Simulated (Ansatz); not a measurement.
# B: the cost of one run

Method: DFT PBE, scalar-relativistic, plane waves, PAW, in Ansatz 0.2.0.

### Step 1. Starting point

It takes space group P4/mmm (No. 123, tetragonal). The conventional cell has a = 1.698 Å, b = 1.698 Å, c = 18.000 Å, α = 90.00°, β = 90.00°, γ = 90.00°. B (site symmetry 4mm) has 4 B at 1.70 Å in its first shell of neighbours.

Coordinates:

```cif
data_structure
_symmetry_space_group_name_H-M 'P 1'
_symmetry_Int_Tables_number 1
_cell_length_a 1.6980
_cell_length_b 1.6980
_cell_length_c 18.0000
_cell_angle_alpha 90.000
_cell_angle_beta 90.000
_cell_angle_gamma 90.000
_cell_volume 51.90
loop_
_atom_site_label
_atom_site_type_symbol
_atom_site_fract_x
_atom_site_fract_y
_atom_site_fract_z
_atom_site_occupancy
B1 B 0.50000 0.50000 0.40285 1
B2 B 0.50000 0.50000 0.59715 1
```

A structure generator made this guess: random sheet by layer group and Wyckoff sites. Its size is a rough estimate.

It is a sheet, periodic along a and b, with vacuum along c; volumes and pressures of the box carry no meaning, and space groups named for it are those of the box.

### Step 2. Probe: one point on a coarse mesh

input.yaml reads:

```yaml
crystal:
  lattice:
    - [1.698004, 0.0, 0.0]
    - [0.0, 1.698004, 0.0]
    - [0.0, 0.0, 18.0]
  atoms:
    - { symbol: B, position: [0.5, 0.5, 0.40284999] }
    - { symbol: B, position: [0.5, 0.5, 0.59715001] }
  periodic: [true, true, false]
basis:
  ecutwfc: 420
kpoints:
  mp_grid: { grid: [10, 10, 1] }
hamiltonian:
  xc: pbe
scf:
  occupations: { method: gaussian, width: 0.1 }
  lower_state_search: "off"
output:
  forces: true
  stress: true
  eigenvalues: true
```

Launch:

```console
$ ansatz run input.yaml --threads 1 --pin off --max-ram 2560MiB --backend cpu --events-out ev --progress --plain --runs-dir out
```

**Question.** How long does this run take on 1 thread of Arm Neoverse N1, shared host, and how much memory does it need?

About 3 s, with a peak of 0.28 GiB.
